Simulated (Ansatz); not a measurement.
# AsSe3: the cost of one run

Method: DFT PBE, scalar-relativistic, plane waves, PAW, in Ansatz 0.2.0.

## (1) The starting structure

Symmetry: Fm-3m, No. 225, cubic system. The conventional cell has a = 9.988 Å, b = 9.988 Å, c = 9.988 Å, α = 90.00°, β = 90.00°, γ = 90.00°. As (site symmetry m-3m) is surrounded by 6 Se at 2.76 Å. As (site symmetry m-3m) is surrounded by 6 Se at 2.24 Å. Around Se (site symmetry 4mm) lie 1 As at 2.24 Å.

As a file:

```xyz
8
Lattice="0.0000 4.9939 4.9939 4.9939 0.0000 4.9939 4.9939 4.9939 0.0000" Properties=species:S:1:pos:R:3 pbc="T T T"
As    0.0000    0.0000    0.0000
As    4.9939    4.9939    4.9939
Se    2.7566    4.9939    4.9939
Se    4.9939    2.7566    4.9939
Se    7.2312    4.9939    4.9939
Se    4.9939    7.2312    4.9939
Se    4.9939    4.9939    2.7566
Se    4.9939    4.9939    7.2312
```

A structure generator made this guess: species swapped into a database cell of SnF3 (Fm-3m, No. 225), with As on the Sn sites and Se on the F sites. Its size is a rough estimate.

## (2) Probe: one point on a coarse mesh

Contents of input.yaml:

```yaml
crystal:
  lattice:
    - [0.0, 4.9939142, 4.9939142]
    - [4.9939142, 0.0, 4.9939142]
    - [4.9939142, 4.9939142, 0.0]
  atoms:
    - { symbol: As, position: [0.0, 0.0, 0.0] }
    - { symbol: As, position: [0.5, 0.5, 0.5] }
    - { symbol: Se, position: [0.72400001, 0.27599999, 0.27599999] }
    - { symbol: Se, position: [0.27599999, 0.72400001, 0.27599999] }
    - { symbol: Se, position: [0.27599999, 0.72400001, 0.72400001] }
    - { symbol: Se, position: [0.72400001, 0.27599999, 0.72400001] }
    - { symbol: Se, position: [0.27599999, 0.27599999, 0.72400001] }
    - { symbol: Se, position: [0.72400001, 0.72400001, 0.27599999] }
basis:
  ecutwfc: 420
kpoints:
  mp_grid: { grid: [4, 4, 4] }
hamiltonian:
  xc: pbe
scf:
  occupations: { method: gaussian, width: 0.1 }
  lower_state_search: "off"
output:
  forces: true
  stress: true
  eigenvalues: true
```

Run with:

```
> ansatz run input.yaml --threads 1 --pin off --max-ram 2560MiB --backend cpu --events-out ev --progress --plain --runs-dir out
```

What time and memory should one allow on 1 thread of Arm Neoverse V2, shared host?

About 8.1 s, with a peak of 0.53 GiB.
